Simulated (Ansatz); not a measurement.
A nudged elastic band was laid between two geometries of a periodic cell of 17 atoms, HC16 (host C, host structure diamond, interstitial H), cell charge +1.

Computed with DFT PBE-D3(BJ), scalar-relativistic, plane waves, PAW (Ansatz 0.2.0). Settings: cutoff 420 eV, k mesh 3x3x3, gaussian smearing 0.02 eV, no spin polarisation.

| Quantity | Value |
| --- | --- |
| movable images | 5 |
| climbing image | yes |
| spring | 5.0 eV/Å² |
| optimiser | quadratic models (default) |
| start path | straight line |
| force threshold | 0.05 eV/Å |
| iteration limit | 80 |
| end points | relaxed |

Image 0:

```xyz
17
Lattice="0.0000 3.5700 3.5700 3.5700 0.0000 3.5700 3.5700 3.5700 0.0000" Properties=species:S:1:pos:R:3
C -0.041 -0.028 0.005
C 0.834 0.863 0.908
C 1.724 1.763 0.032
C 2.636 2.654 0.890
C 1.754 -0.021 1.786
C 2.647 0.860 2.681
C 3.535 1.717 1.752
C 4.508 2.586 2.617
C -0.044 1.766 1.802
C 0.850 2.655 2.684
C 1.735 3.543 1.790
C 2.598 4.480 2.690
C 1.754 1.764 3.559
C 2.631 2.648 4.479
C 3.462 3.611 3.662
C 4.447 4.433 4.448
H 3.441 3.093 2.600
```

Image 6:

```xyz
17
Lattice="0.0000 3.5700 3.5700 3.5700 0.0000 3.5700 3.5700 3.5700 0.0000" Properties=species:S:1:pos:R:3
C -0.045 0.023 -0.003
C 0.855 0.960 0.860
C 1.767 1.813 -0.014
C 2.625 2.704 0.897
C 1.828 0.092 1.724
C 2.613 0.914 2.709
C 3.487 1.767 1.797
C 4.352 2.635 2.770
C -0.033 1.817 1.788
C 0.849 2.705 2.682
C 1.740 3.593 1.791
C 2.643 4.483 2.666
C 1.724 1.814 3.585
C 2.644 2.699 4.463
C 3.521 3.599 3.586
C 4.416 4.481 4.479
H 4.336 3.144 1.704
```

Task: What changes between the two ends?

Result: Contacts lost: C15–H17. Contacts made: C5–H17. The atom that moves furthest is H17, by 1.27 Å.

Task: Give the energies along the band, and the barrier.

Result: It converged. The highest image is number 5 of 0 to 6, 0.043 eV above the ends, which have the same energy within 2 meV. The profile has 3 maxima (images 1, 3, 5) with wells between them (images 2, 4): this band takes more than one step, which may be the mechanism or a detour left from its start path. By the program's own check the climbing image is of a kind that is not told: the force calls were inconclusive, a negative curvature could not be distinguished from the path's own, the only one lies far off the path, or fixed occupations may fill a level only in part (lowest curvatures found: -2.66 and 0.45 eV/Å²). Limits of this set-up: charged cell in a uniform background, uncorrected.

```
image  path coordinate (Å)  energy (eV)  C15–H17 (Å)  C5–H17 (Å)
    0                 0.00        0.000         1.18        2.10
    1                 0.42        0.031         1.27        2.34
    2                 0.83        0.004         1.56        2.18
    3                 1.24        0.012         1.79        1.92
    4                 1.65        0.001         2.06        1.66
    5                 2.07        0.043         2.25        1.36
    6                 2.42        0.000         2.10        1.18
```

Task: What is the geometry of the highest image?

Result: 
```xyz
17
Lattice="0.0000 3.5700 3.5700 3.5700 0.0000 3.5700 3.5700 3.5700 0.0000" Properties=species:S:1:pos:R:3:forces:R:3
C -0.049 0.034 0.013 0.00 0.00 0.00
C 0.845 0.948 0.899 0.00 0.00 0.00
C 1.747 1.807 0.006 0.00 0.00 0.00
C 2.606 2.710 0.898 0.00 0.00 0.00
C 1.788 0.084 1.780 0.00 0.01 0.00
C 2.622 0.933 2.725 0.00 0.00 0.00
C 3.471 1.767 1.779 -0.01 0.00 0.00
C 4.412 2.713 2.779 -0.01 0.01 0.00
C -0.044 1.824 1.803 0.00 0.00 0.00
C 0.842 2.713 2.694 0.00 0.00 0.00
C 1.731 3.599 1.803 0.00 0.00 0.00
C 2.632 4.493 2.679 0.00 0.00 0.00
C 1.727 1.828 3.595 0.00 0.00 0.00
C 2.640 2.714 4.480 0.00 0.00 0.00
C 3.512 3.612 3.591 0.00 0.00 0.00
C 4.411 4.485 4.480 0.00 0.00 0.00
H 4.288 2.836 1.629 0.01 -0.01 0.00
```

The band took 21 iterations and of the order of 8 core-minutes.

The run took 8.2 min on 1 thread of Intel(R) Xeon(R) Platinum 8488C (Sapphire Rapids), on a shared host, peak memory 0.54 GiB.
